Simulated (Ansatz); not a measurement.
# InH₅Se: taking an electron away

An exercise on one series of results from a longer session: the logs are not shown, and one member is left open.

Method: unrestricted cation, the program's frozen cores in correlated methods; program: Ansatz 0.2.0, Gaussian basis.

Levels to be run: UKS PBE-D4/def2-TZVPP; UKS r2SCAN-D4/def2-TZVPP; UKS PBE0-D4/def2-TZVPP; UKS B3LYP-D4/def2-TZVPP; UKS wB97X-V/def2-TZVPP; UKS wB97M-V/def2-TZVPP; UKS B2PLYP/def2-TZVPP; UHF-CCSD(T)/def2-TZVPP; UHF-MP2/def2-QZVPP; extrapolation to the limit; then −ε(HOMO) from the neutral's earlier runs with LDA (SPW92), PBE-D4, revPBE-D4, BLYP-D4, r2SCAN-D4, B97M-V, PBE0-D4, B3LYP-D4, r2SCANh-D4, r2SCAN0-D4, HSE06-D4, BHLYP-D4, CAM-B3LYP-D4, LC-ωPBE, ωB97X-V, ωB97M-V.

### The relaxed structure

The geometry comes from an earlier relaxation with PBE0-D4 in a triple-zeta def2 set; it is a stationary point, not always the lowest conformer. In takes the def2 core potential; no spin-orbit term is included.

SMILES `[SeH2+][InH3-]`, 7 atoms, charge 0, spin multiplicity 1.

Atoms are counted from 1 here; the program's logs count them from 0.

Bond lengths: Se1–In2 2.980 Å, Se1–H3 1.468 Å, Se1–H4 1.468 Å, In2–H5 1.731 Å, In2–H6 1.728 Å, In2–H7 1.731 Å. Angles: In2–Se1–H3 94.2°, In2–Se1–H4 94.1°, H3–Se1–H4 91.4°, Se1–In2–H5 94.1°, Se1–In2–H6 95.1°, Se1–In2–H7 94.2°, H5–In2–H6 119.5°, H5–In2–H7 119.2°, H6–In2–H7 119.5°.

Set-up of the first run:

in.yaml reads:

```yaml
crystal:
  periodic: [false, false, false]
  atoms:
    - {symbol: Se, position_ang: [-1.031997, -1.328706, 0.500012]}
    - {symbol: In, position_ang: [0.497701, 1.176831, -0.010189]}
    - {symbol: H, position_ang: [0.160460, -2.184654, 0.497188]}
    - {symbol: H, position_ang: [-1.272483, -1.596851, -0.922953]}
    - {symbol: H, position_ang: [-0.033955, 1.314721, -1.651573]}
    - {symbol: H, position_ang: [-0.294917, 2.094215, 1.221303]}
    - {symbol: H, position_ang: [2.036392, 0.456544, 0.320611]}
basis:
  gaussian: {orbitals: def2-TZVPP}
total_charge: 1
magnetization: {spin_polarized: true, initial_magnetization: 1}
hamiltonian: {xc: pbe, dispersion: d4}
```

Started as:

```console
ansatz run in.yaml --threads 4 --pin off --events-out ev --progress --plain --max-ram 10444MiB
```

Among the steps run: Cation, UKS PBE-D4/def2-TZVPP; Cation, UKS r2SCAN-D4/def2-TZVPP; Cation, UKS PBE0-D4/def2-TZVPP; Cation, UKS B3LYP-D4/def2-TZVPP; Cation, UKS wB97X-V/def2-TZVPP; Cation, UKS wB97M-V/def2-TZVPP; Cation, UKS B2PLYP (frozen core)/def2-TZVPP; Cation, UHF-CCSD(T)/def2-TZVPP; Cation, UHF-MP2/def2-QZVPP.

One table of the session follows, with a row left open; its other results are not shown here.

It belongs to the step «Ionisation energies side by side». For comparison, −ε(HOMO) of the neutral from earlier runs:

| functional | −ε(HOMO) (eV) |
| --- | --- |
| LDA (SPW92) | 6.51 |
| PBE-D4 | 6.43 |
| revPBE-D4 | 6.39 |
| BLYP-D4 | 6.34 |
| r2SCAN-D4 | 6.72 |
| B97M-V | 6.80 |
| PBE0-D4 | 7.61 |
| B3LYP-D4 | ? |
| r2SCANh-D4 | 7.15 |
| r2SCAN0-D4 | 7.80 |
| HSE06-D4 | 7.20 |
| BHLYP-D4 | 8.73 |
| CAM-B3LYP-D4 | 8.98 |
| LC-ωPBE | 10.34 |
| ωB97X-V | 10.00 |
| ωB97M-V | 9.83 |

Estimate the missing values for B3LYP-D4.

Worked estimate for «−ε(HOMO) (eV)». Against the share of exact exchange, BLYP-D4 (0, 6.34), BHLYP-D4 (0.5, 8.73) give a slope of 4.78 per unit share; at 0.2 the line stands at 7.30.

As computed: −ε(HOMO) (eV): 7.43. In «−ε(HOMO) (eV)» the line misses by -0.13.
